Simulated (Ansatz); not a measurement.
# Cl₂GeH₂S: vertical ionisation energy

Aim: the vertical ionisation energy of Cl₂GeH₂S, as cation minus neutral at the neutral's geometry, on several levels, and how well −ε(HOMO) stands in for it.

Method: unrestricted cation, the program's frozen cores in correlated methods; program: Ansatz 0.2.0, Gaussian basis.

Levels to be run: UKS PBE-D4/def2-TZVPP; UKS r2SCAN-D4/def2-TZVPP; UKS PBE0-D4/def2-TZVPP; UKS B3LYP-D4/def2-TZVPP; UKS wB97X-V/def2-TZVPP; UKS wB97M-V/def2-TZVPP; UKS B2PLYP/def2-TZVPP; UHF-CCSD(T)/def2-TZVPP; UHF-MP2/def2-QZVPP; extrapolation to the limit; then −ε(HOMO) from the neutral's earlier runs with LDA (SPW92), PBE-D4, revPBE-D4, BLYP-D4, r2SCAN-D4, B97M-V, PBE0-D4, B3LYP-D4, r2SCANh-D4, r2SCAN0-D4, HSE06-D4, BHLYP-D4, CAM-B3LYP-D4, LC-ωPBE, ωB97X-V, ωB97M-V.

### 1 The relaxed structure

The geometry comes from an earlier relaxation with PBE0-D4 in a triple-zeta def2 set; it is a stationary point.

SMILES `[SH][GeH]([Cl])[Cl]`, 6 atoms, charge 0, spin multiplicity 1.

Atoms are counted from 1 here; the program's logs count them from 0.

Bond lengths: S1–Ge2 2.198 Å, S1–H5 1.345 Å, Ge2–Cl3 2.133 Å, Ge2–Cl4 2.142 Å, Ge2–H6 1.530 Å. Angles: Ge2–S1–H5 92.7°, S1–Ge2–Cl3 105.5°, S1–Ge2–Cl4 110.9°, S1–Ge2–H6 115.1°, Cl3–Ge2–Cl4 108.7°, Cl3–Ge2–H6 109.4°, Cl4–Ge2–H6 107.2°.

### 2 Cation, UKS PBE-D4/def2-TZVPP

Contents of in.yaml:

```yaml
crystal:
  periodic: [false, false, false]
  atoms:
    - {symbol: S, position_ang: [0.090795, 1.321215, -1.207299]}
    - {symbol: Ge, position_ang: [0.211185, -0.275355, 0.298102]}
    - {symbol: Cl, position_ang: [2.140892, -1.149695, 0.047351]}
    - {symbol: Cl, position_ang: [-1.274012, -1.776332, -0.061014]}
    - {symbol: H, position_ang: [-1.174308, 1.630405, -0.870881]}
    - {symbol: H, position_ang: [0.047446, 0.185862, 1.747441]}
basis:
  gaussian: {orbitals: def2-TZVPP}
total_charge: 1
magnetization: {spin_polarized: true, initial_magnetization: 1}
hamiltonian: {xc: pbe, dispersion: d4}
```

Run with:

```bash
$ ansatz run in.yaml --threads 2 --pin off --events-out ev --progress --plain --max-ram 32768MiB --backend cpu
```

Further steps of the session: Cation, UKS r2SCAN-D4/def2-TZVPP; Cation, UKS PBE0-D4/def2-TZVPP; Cation, UKS B3LYP-D4/def2-TZVPP; Cation, UKS wB97X-V/def2-TZVPP; Cation, UKS wB97M-V/def2-TZVPP; Cation, UKS B2PLYP (frozen core)/def2-TZVPP; Cation, UHF-CCSD(T)/def2-TZVPP; Cation, UHF-MP2/def2-QZVPP.

Q: Predict the results of all the runs planned. Wanted: ionisation energy, CCSD(T)/CBS; nearest functional by difference; nearest −ε(HOMO); −ε(HOMO) of PBE; T1 of the cation.

The runs gave:

| quantity | value |
| --- | --- |
| ionisation energy, CCSD(T)/CBS | 10.49 eV |
| nearest functional by difference | ωB97X-V (-0.08 eV) |
| nearest −ε(HOMO) | ωB97X-V (+0.00 eV) |
| −ε(HOMO) of PBE | 6.83 eV |
| T1 of the cation | 0.015 |

**Reading.** Energy differences with functionals land within 0.53 eV of the reference. The PBE orbital energy is 3.7 eV too small: a semilocal HOMO is no ionisation energy. Among orbital estimates ωB97X-V comes nearest. Hartree-Fock falls 1.14 eV short, as the neutral has more correlation energy than the cation. Correlated methods include outer-core shells of Ge, which these sets cover unevenly. With outer-core shells in play the reference is unsure by up to some tenths of an eV, so close misses can't be ranked.
